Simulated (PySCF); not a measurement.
# C₄H₆BrGeN: spin-spin couplings

Aim: predict the spin-spin couplings of C₄H₆BrGeN (`C#[C][Ge@@H]([NH2])/[CH]=C/Br`).

Computed with PySCF 2.14.0, with density-fitted response routines of our own, on a single molecule in the gas phase. Atoms are numbered from 0 throughout.

### 1 The molecule as given

13 atoms, charge 0, multiplicity 1; geometry from: GFN2-xTB.

Bonds of the start (Å): C0–C1 1.20, C1–Ge2 1.90, Ge2–N3 1.81, Ge2–C4 1.97, C4–C5 1.32, C5–Br6 1.90, C0–H7 1.05, Ge2–H8 1.50, N3–H9 1.01, N3–H10 1.01, C4–H11 1.08, C5–H12 1.08.

### 2 Spin-spin couplings: B3LYP/pcSseg-1+pcJ-1

Job settings and geometry (Å):

```
{"job": {"kind": "j", "xc": "B3LYP", "basis": "pcJ-1"}, "charge": 0, "multiplicity": 1}
C     -1.616847     2.288426    -0.247741
C     -1.227415     1.231761     0.174075
Ge    -0.575088    -0.433638     0.822590
N     -1.506380    -1.719155    -0.050524
C      1.374009    -0.478355     0.518064
C      1.987119     0.446708    -0.190960
Br     3.856496     0.432658    -0.556204
H     -1.970997     3.211019    -0.612681
H     -0.894451    -0.613695     2.280250
H     -1.497515    -1.680629    -1.060384
H     -1.357366    -2.676277     0.235492
H      1.935480    -1.309406     0.923615
H      1.488567     1.301069    -0.621671
```

Method: B3LYP/pcJ-1 Br:pcSseg-1 Ge:pcSseg-1 indirect spin-spin coupling, non-relativistic, gas phase.

Command:

```
OMP_NUM_THREADS=1 python probes_run.py task.json out
```

This one command runs all jobs of the session in turn.

The log of the run:

```text
coarse grid: 55424 points
cycle   1  E = -4861.3297043999  dE = -1.119e+00  |g| = 1.322e+00  |ddm| = 3.628e+00
cycle   2  E = -4861.2188162515  dE =  1.109e-01  |g| = 1.384e+00  |ddm| = 1.518e+00
cycle   3  E = -4861.4619379750  dE = -2.431e-01  |g| = 2.759e-01  |ddm| = 1.085e+00
cycle   4  E = -4861.4739498212  dE = -1.201e-02  |g| = 1.188e-01  |ddm| = 2.599e-01
cycle   5  E = -4861.4766311766  dE = -2.681e-03  |g| = 3.517e-02  |ddm| = 1.021e-01
cycle   6  E = -4861.4768767603  dE = -2.456e-04  |g| = 1.467e-02  |ddm| = 2.835e-02
cycle   7  E = -4861.4769244404  dE = -4.768e-05  |g| = 2.735e-03  |ddm| = 1.062e-02
cycle   8  E = -4861.4769257885  dE = -1.348e-06  |g| = 1.523e-03  |ddm| = 3.089e-03
final grid: 114168 points
cycle   9  E = -4861.4768682706  dE =  1.606e-06  |g| = 2.977e-03  |ddm| = 3.332e-03
cycle  10  E = -4861.4768609147  dE =  7.356e-06  |g| = 6.207e-03  |ddm| = 6.355e-03
cycle  11  E = -4861.4768703568  dE = -9.442e-06  |g| = 5.627e-04  |ddm| = 4.315e-03
cycle  12  E = -4861.4768704301  dE = -7.325e-08  |g| = 8.636e-05  |ddm| = 3.795e-04
cycle  13  E = -4861.4768704318  dE = -1.717e-09  |g| = 1.150e-05  |ddm| = 6.863e-05
cycle  14  E = -4861.4768704318  dE = -3.001e-11  |g| = 3.470e-06  |ddm| = 1.473e-05
converged SCF energy = -4861.4768704318

Indirect spin-spin couplings (Hz)
  i      j    bonds     total        FC       PSO       DSO        SD
  0 C    1 C    1    162.449   155.667     6.621     0.161         -
  0 C    3 N    3     -1.344    -1.455     0.071     0.029     0.011
  0 C    4 C    3      2.046     2.229    -0.129    -0.055         -
  0 C    7 H    1    255.066   255.914    -1.305     0.457         -
  0 C    8 H    3      3.907     3.936     0.441    -0.469         -
  0 C    9 H    4     -0.207    -0.139     0.044    -0.112         -
  0 C   10 H    4      1.511     1.640     0.357    -0.485         -
  0 C   11 H    4      1.348     1.454     0.276    -0.383         -
  1 C    3 N    2     -6.076    -6.126     0.025     0.021     0.004
  1 C    4 C    2      9.012     9.044    -0.005    -0.026         -
  1 C    5 C    3     -0.191    -0.204    -0.072     0.085         -
  1 C    7 H    2     45.931    41.142     5.819    -1.030         -
  1 C    8 H    2     12.415    12.990     0.006    -0.581         -
  1 C    9 H    3     -0.023    -0.047    -0.020     0.045         -
  1 C   10 H    3     10.044    10.371     0.380    -0.707         -
  1 C   11 H    3      6.518     6.766     0.267    -0.516         -
  1 C   12 H    4      0.359     0.016    -0.302     0.645         -
  3 N    4 C    2      0.689     0.679     0.123     0.037    -0.150
  3 N    5 C    3     -0.009    -0.036    -0.050     0.026     0.051
  3 N    7 H    4      0.534     0.472    -0.049     0.107     0.004
  3 N    8 H    2    -11.490   -11.761     0.015     0.235     0.020
  3 N    9 H    1    -74.219   -70.394    -2.929    -0.465    -0.431
  3 N   10 H    1    -74.450   -70.504    -3.038    -0.459    -0.449
  3 N   11 H    3      0.038     0.000    -0.021     0.084    -0.025
  3 N   12 H    4      0.208     0.104    -0.030     0.107     0.027
  4 C    5 C    1     74.735    83.034    -8.651     0.351         -
  4 C    7 H    4     -0.541    -0.416     0.106    -0.230         -
  4 C    8 H    2     19.360    19.903    -0.051    -0.492         -
  4 C    9 H    3     -1.404    -1.317     0.035    -0.122         -
  4 C   10 H    3     -1.434    -1.330     0.036    -0.140         -
  4 C   11 H    1    165.690   164.274     0.071     1.346         -
  4 C   12 H    2      8.519     9.348    -0.759    -0.070         -
  5 C    8 H    3      8.983     9.283     0.186    -0.486         -
  5 C    9 H    4     -0.474    -0.492     0.008     0.011         -
  5 C   10 H    4     -0.392    -0.341     0.187    -0.238         -
  5 C   11 H    2     -9.372    -8.143    -1.210    -0.019         -
  5 C   12 H    1    209.876   209.028    -0.582     1.431         -
  7 H    8 H    4     -1.642    -1.124     0.976    -1.494         -
  7 H   10 H    5     -0.379    -0.008     1.115    -1.486         -
  7 H   11 H    5     -0.247     0.049     0.948    -1.244         -
  7 H   12 H    6      0.299     0.028    -0.143     0.414         -
  8 H    9 H    3     10.363    12.649     2.252    -4.538         -
  8 H   10 H    3     -0.761    -0.371     0.329    -0.719         -
  8 H   11 H    3     -1.483    -1.183     0.235    -0.535         -
  8 H   12 H    4     -1.568    -0.136     0.747    -2.179         -
  9 H   10 H    2     -7.777    -9.717     5.570    -3.631         -
 10 H   12 H    5     -0.452     0.052     0.866    -1.370         -
 11 H   12 H    3     16.345    16.135     2.679    -2.470         -
```

Run time: 3.1 min. Hardware: 1 thread of Arm Neoverse N1, shared host; peak memory 1.2 GiB.

A choice of the couplings up to four bonds, sorted by the number of bonds, with means over like pairs; isotopes 13C, 1H, 15N:

| pair | bonds | J (Hz) | Fermi contact (Hz) | dihedral (°) |
| --- | --- | --- | --- | --- |
| C0–H7 | 1 | 255.1 | 255.9 | – |
| C5–H12 | 1 | 209.9 | 209.0 | – |
| C4–H11 | 1 | 165.7 | 164.3 | – |
| C0–C1 | 1 | 162.4 | 155.7 | – |
| C4–C5 | 1 | 74.7 | 83.0 | – |
| N3–H9 | 1 | -74.3 | -70.4 | – |
| C1–H7 | 2 | 45.9 | 41.1 | – |
| C4–H8 | 2 | 19.4 | 19.9 | – |
| C1–H8 | 2 | 12.4 | 13.0 | – |
| N3–H8 | 2 | -11.5 | -11.8 | – |
| C5–H11 | 2 | -9.4 | -8.1 | – |
| C1–C4 | 2 | 9.0 | 9.0 | – |
| C4–H12 | 2 | 8.5 | 9.3 | – |
| H9–H10 | 2 | -7.8 | -9.7 | – |
| C1–N3 | 2 | -6.1 | -6.1 | – |
| H11–H12 | 3 | 16.3 | 16.1 | -180 |
| C5–H8 | 3 | 9.0 | 9.3 | -131 |
| C1–H11 | 3 | 6.5 | 6.8 | 173 |
| C1–H9 | 3 | 5.0 | 5.2 | – |
| H8–H9 | 3 | 4.8 | 6.1 | – |
| C0–H8 | 3 | 3.9 | 3.9 | – |
| C0–C4 | 3 | 2.0 | 2.2 | – |
| H8–H11 | 3 | -1.5 | -1.2 | 51 |
| C4–H9 | 3 | -1.4 | -1.3 | -64 |
| H7–H8 | 4 | -1.6 | -1.1 | – |
| H8–H12 | 4 | -1.6 | -0.1 | – |
| C0–H11 | 4 | 1.3 | 1.5 | – |

The spin-dipole term was solved for some atoms only; pairs without it lack that part.

The response was solved for the nuclei of C, H, N alone, so couplings that need other nuclei can be missing.

Quadrupole couplings from the field gradients of the same density:

| atom | isotope | eQq/h (MHz) | η |
| --- | --- | --- | --- |
| Br6 | 79Br | 558.8 | 0.11 |
| Ge2 | 73Ge | 30.9 | 0.80 |
| N3 | 14N | -4.789 | 0.14 |

### 3 Summary of results

| quantity | value |
| --- | --- |
| largest coupling of the table (B3LYP/pcSseg-1+pcJ-1) | ¹J(C,H) C0–H7, 255.1 Hz |

**Reading.** In the run at B3LYP/pcSseg-1+pcJ-1, the largest coupling of the table is C0–H7, 255.1 Hz, of which the Fermi-contact term gives 255.9 Hz. Couplings across rotatable bonds belong to this one conformer; where others are populated, the observed values are averages. Spin-orbit coupling is left out, which matters for shieldings and couplings at and beside the heavy atoms.
